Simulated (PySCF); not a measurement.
# Br3OW (W(O)(Br)3): the cost of one run

The runs use PySCF 2.14.0; PBE, W def2-SVP with ECP60, O def2-SVP, Br def2-SVP; scalar-relativistic core potentials, no spin–orbit coupling.

2 further runs of the same task are left out: 2 for a known fault of the program. Runs told in other sessions of the task aren't counted.

## Step 1: The system as given

5 atoms, charge 0, spin multiplicity 2.

Bond lengths: W1–O2 1.510 Å, W1–Br3 2.381 Å, W1–Br4 2.381 Å, W1–Br5 2.381 Å. Angles: O2–W1–Br3 90.0°, O2–W1–Br4 180.0°, O2–W1–Br5 90.0°, Br3–W1–Br4 90.0°, Br3–W1–Br5 180.0°, Br4–W1–Br5 90.0°.

Coordinates:

```
W     0.00000    0.00000    0.00000
O     1.50960    0.00000    0.00000
Br    0.00000    2.38080    0.00000
Br   -2.38080    0.00000    0.00000
Br    0.00000   -2.38080    0.00000
```

Formal oxidation states: W +5.

## Step 2: SCF at the start, doublet

run.py (the lines that set the calculation)

```python
mol = gto.M(atom='''
W      0.00000     0.00000     0.00000
O      1.50960     0.00000     0.00000
Br     0.00000     2.38080     0.00000
Br    -2.38080     0.00000     0.00000
Br     0.00000    -2.38080     0.00000''',
    basis={'W': 'def2-SVP', 'O': 'def2-SVP', 'Br': 'def2-SVP'},
    ecp={'W': 'def2-SVP'},
    charge=0, spin=1)
mf = dft.UKS(mol, xc='PBE')
mf.grids.atom_grid = (50, 194)
mf = mf.density_fit()  # fitting sets: W def2-universal-JKFIT, O def2-universal-JKFIT, Br def2-universal-JKFIT
mf.conv_tol = 1e-08; mf.max_cycle = 55
mf.kernel(dm0)  # dm0: free metal ions and neutral atoms
```

Run with:

```
> OMP_NUM_THREADS=4 python run.py
```

What time and memory should one allow on 4 threads of Arm Neoverse V2, shared host?

About 32 s, with a peak of 0.74 GiB.
